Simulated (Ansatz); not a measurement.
# Cu, space group I4/mmm: cell relaxations under several functionals

Program: the Ansatz DFT code, driven from Python.

At the Python prompt:
```pycon
>>> import ansatz as az
>>> import numpy as np
>>> def edges_and_angles(cell):
...     cell = np.asarray(cell)
...     a, b, c = np.linalg.norm(cell, axis=1)
...     cosines = cell[1] @ cell[2] / (b * c), cell[0] @ cell[2] / (a * c), cell[0] @ cell[1] / (a * b)
...     return (a, b, c, *np.degrees(np.arccos(cosines)))
...
>>> lattice = az.Lattice.of(
...     (-1.44279, 1.44279, 1.37608),
...     (1.44279, -1.44279, 1.37608),
...     (1.44279, 1.44279, -1.37608),
... )
>>> sites = [
...     ("Cu", (0.0, 0.0, 0.0)),
... ]
>>> xtal = az.Crystal(lattice=lattice)
>>> for symbol, position in sites:
...     xtal = xtal.atom(symbol, position)
...
>>> xtal.resolved().tree()["lattice"]
((-1.44279, 1.44279, 1.37608), (1.44279, -1.44279, 1.37608), (1.44279, 1.44279, -1.37608))
>>> job = (
...     xtal.calculation()
...     .occupations(az.OccupationsMethod.FERMI_DIRAC)
...     .kpoints(16)
...     .basis(21 * az.Ha)
...     .relax(cell=True)
... )
>>> levels = [("lda", "none"), ("pbesol", "none"), ("pbesol", "d3bj")]
>>> print("level            a       b       c    alpha   beta  gamma  V/atom  steps")
level            a       b       c    alpha   beta  gamma  V/atom  steps
>>> for name, dispersion in levels:
...     seen = []
...     run = job.functional(name, dispersion=dispersion).session().plan()
...     res = run.execute(on_event=lambda e: seen.append(e) if e["event"] == "relax_step" else None)
...     cell = res.lattice.cell_ang
...     label = name if dispersion == "none" else f"{name}+{dispersion}"
...     print("{:13s} {:7.4f} {:7.4f} {:7.4f} {:6.2f} {:6.2f} {:6.2f}".format(label, *edges_and_angles(cell)), f"{abs(np.linalg.det(cell)) / len(res.lattice.sites):7.3f} {len(seen):5d}")
...
lda            2.4260  2.4260  2.4260 107.21 107.21 114.10  10.936    10
pbesol         2.4562  2.4562  2.4562 107.49 107.49 113.52  11.364    10
pbesol+d3bj    2.4170  2.4170  2.4170 108.22 108.22 112.01  10.853     5
```

From smallest to largest: PBEsol+D3BJ (10.85 Å³ an atom, -5.3 % against the start), LDA (10.94 Å³ an atom, -4.6 % against the start) and PBEsol (11.36 Å³ an atom, -0.8 % against the start). The spread is 4.7 % in volume.

What to keep in mind:
- Dispersion corrections can be off by several per cent in the lattices of metals, and by several GPa in the pressure at a fixed cell.
- Edges and angles are those of the cell as typed, here a primitive one, not of the conventional cell.
- This isn't the structure that Cu takes at ambient conditions.
- It ran for 47 s on 1 thread of Intel(R) Xeon(R) 6975P-C (Granite Rapids), with other jobs on the host, peak memory 0.51 GiB.
